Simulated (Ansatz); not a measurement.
# BBrH5N: the cost of one run

Method: RHF/def2-SVP, in Ansatz 0.2.0.

**1. The starting structure**

Bond lengths: N2–H3 1.060 Å, N2–H4 1.060 Å, B1–H5 1.190 Å, B1–H6 1.190 Å, B1–Br7 2.340 Å, N2–H8 1.146 Å, Br7–H8 1.520 Å. Angles: H3–N2–H4 120.0°, H3–N2–H8 100.6°, H4–N2–H8 84.0°, H5–B1–H6 120.0°, H5–B1–Br7 105.4°, H6–B1–Br7 92.8°, B1–Br7–H8 63.2°, N2–H8–Br7 139.8°.

As a file:

```xyz
8

B     0.0000    0.0000    0.0000
N     0.0000    0.0000    1.9000
H    -0.8770   -0.2713    2.4300
H     0.8770    0.2713    2.4300
H     1.0305    0.0000   -0.5950
H    -1.0305    0.0000   -0.5950
Br   -0.2927    2.2013    0.7379
H    -0.1505    1.1322    1.8085
```

**2. A restrained relaxation towards end A**

Springs on the bonds that form and break draw the guess towards this end; the thresholds are loose.

input.yaml

```yaml
crystal:
  periodic: [false, false, false]
  atoms:
    - { symbol: B, position_ang: [0.0, 0.0, 0.0] }
    - { symbol: "N", position_ang: [0.0, 0.0, 1.9] }
    - { symbol: H, position_ang: [-0.877, -0.2713, 2.43] }
    - { symbol: H, position_ang: [0.877, 0.2713, 2.43] }
    - { symbol: H, position_ang: [1.0305, 0.0, -0.595] }
    - { symbol: H, position_ang: [-1.0305, 0.0, -0.595] }
    - { symbol: Br, position_ang: [-0.2927, 2.2013, 0.7379] }
    - { symbol: H, position_ang: [-0.1505, 1.1322, 1.8085] }
basis:
  gaussian: { orbitals: def2-SVP }
hamiltonian:
  xc: hf
relax:
  f_tol: 0.15
  max_steps: 25
  restrain:
    - { distance: [0, 6], at: 3.24, k: 30.0 }
    - { distance: [7, 1], at: 2.26, k: 30.0 }
    - { distance: [0, 1], at: 1.55, k: 30.0 }
    - { distance: [7, 6], at: 1.55, k: 30.0 }
```

The run is started by

```console
$ ansatz run input.yaml --threads 1 --pin off --max-ram 2048MiB --backend cpu --events-out ev --progress --plain --runs-dir out
```

Q: Estimate wall time and peak memory on 1 thread of Intel Xeon Platinum 8259CL at 2.50GHz (Skylake/Cascade Lake), shared host.

About 23 s, with a peak of 0.18 GiB.
